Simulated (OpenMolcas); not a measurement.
# SiI3 (triiodosilyl) at UKT3/def2-SVP (RICD fitting, core potential, fitting threshold 0.01)

Aim: the vertical ionisation energy of SiI3 (triiodosilyl) at UKT3/def2-SVP (RICD fitting, core potential, fitting threshold 0.01), from 2 runs. 

The results are computed with OpenMolcas 26.06.

## Step 1: The molecule

SiI3 has 4 atoms, charge 0, and is taken as a doublet. SMILES: `I[Si](I)I`. The shape is that of a GFN2-xTB optimisation.

Bond lengths: I1–Si2 2.496 Å, Si2–I3 2.493 Å, Si2–I4 2.493 Å. Angles: I1–Si2–I3 108.9°, I1–Si2–I4 109.1°, I3–Si2–I4 109.2°.

## Step 2: A single-point energy at UKT3/def2-SVP (RICD fitting, core potential, fitting threshold 0.01)

File coord.xyz:

```xyz
4

I      0.576450     0.478690     2.232220
Si     0.588770     0.067090    -0.229300
I     -0.231980    -2.246350    -0.664150
I     -0.933230     1.700570    -1.338770
```

File job.input:

```
&GATEWAY
BASLIB=$CurrDir
COORD=coord.xyz
BASIS=def2-SVP
GROUP=NoSym
RICD
CDTHRESHOLD=0.01
&SEWARD
&SCF
UHF
SPIN=2
KSDFT=KT3
PRORBITALS=1 1
```

The basis set def2-SVP is read from a file made from the Basis Set Exchange's data (not shown).

Command:

```bash
export MOLCAS_MEM=1860
pymolcas job.input > job.log
```

Output, cut to the lines that bear on the results:

```text
--- Start Module: gateway ---
[...]
--- Stop Module: gateway /rc=_RC_ALL_IS_WELL_ ---
--- Start Module: seward ---
[...]
      Basis functions           96
--- Stop Module: seward /rc=_RC_ALL_IS_WELL_ ---
[...]
--- Start Module: scf ---
[...]
       Convergence after  15 Iterations
[...]
::    Total KS-DFT energy                           -1190.2259922009
[...]
      Total spin, S                                     0.5016155235
[...]
      Total electronic charge=   89.000000
      Total            charge=   -0.000000
[...]
      Dipole Moment (debye):
      Origin of the operator (angstrom)=   -0.1425   -0.0162    0.0555
                   X=  1.7362E-01               Y=  1.9075E-02               Z= -8.4832E-02           Total=  1.9417E-01
      Quadrupole Moment (debye*angstrom):
[...]
--- Stop Module: scf /rc=_RC_ALL_IS_WELL_ ---
[...]
```

Run time: 7.8 s. Hardware: 1 thread of Arm Neoverse V2, shared host; peak memory 0.093 GiB.

## Step 3: The singlet cation

coord.xyz is that of step 2.

File job.input:

```
&gateway
 baslib=$CurrDir
 coord=coord.xyz
 basis=def2-SVP
 group=NoSym
 ricd
 cdthreshold=0.01

&seward

&scf
 charge=1
 ksdft=KT3
 prorbitals=1 1
```

The basis set def2-SVP is read from a file made from the Basis Set Exchange's data (not shown).

Command:

```bash
export MOLCAS_MEM=1860
pymolcas job.input > job.log
```

Output, cut to the lines that bear on the results:

```text
--- Start Module: gateway ---
[...]
--- Stop Module: gateway /rc=_RC_ALL_IS_WELL_ ---
--- Start Module: seward ---
[...]
      Basis functions           96
--- Stop Module: seward /rc=_RC_ALL_IS_WELL_ ---
[...]
--- Start Module: scf ---
[...]
       Convergence after  24 Iterations
[...]
::    Total KS-DFT energy                           -1189.9243464752
[...]
      Total spin, S                                     0.0000000000
[...]
      Total electronic charge=   88.000000
      Total            charge=    1.000000
[...]
      Dipole Moment (debye):
      Origin of the operator (angstrom)=   -0.1425   -0.0162    0.0555
                   X=  6.6777E-01               Y=  7.7647E-02               Z= -2.7446E-01           Total=  7.2613E-01
      Center of Charge (angstrom)
[...]
--- Stop Module: scf /rc=_RC_ALL_IS_WELL_ ---
[...]
```

Wall time 7.2 s (1 thread of Arm Neoverse V2, shared host); peak memory 0.093 GiB.

## Step 4: Results

At UKT3/def2-SVP (RICD fitting, core potential, fitting threshold 0.01):

| quantity | value |
| --- | --- |
| doublet SiI3: total energy | -1190.22599 Eh |
| doublet SiI3: dipole moment | 0.19 D |
| doublet SiI3: HOMO energy (highest over α and β) | -5.80 eV |
| doublet SiI3: LUMO energy (lowest over α and β) | -4.82 eV |
| doublet SiI3: ⟨S²⟩ | 0.753 |
| singlet cation: total energy | -1189.92435 Eh |
| singlet cation: HOMO energy | -11.28 eV |
| singlet cation: LUMO energy | -10.57 eV |
| singlet cation: HOMO–LUMO gap | 0.72 eV |
| vertical ionisation energy (to the singlet cation) | 8.208 eV |

What this shows: Removing an electron at fixed nuclei costs 8.21 eV (189 kcal/mol). Only the singlet of the ionised species was computed; a triplet could lie lower.
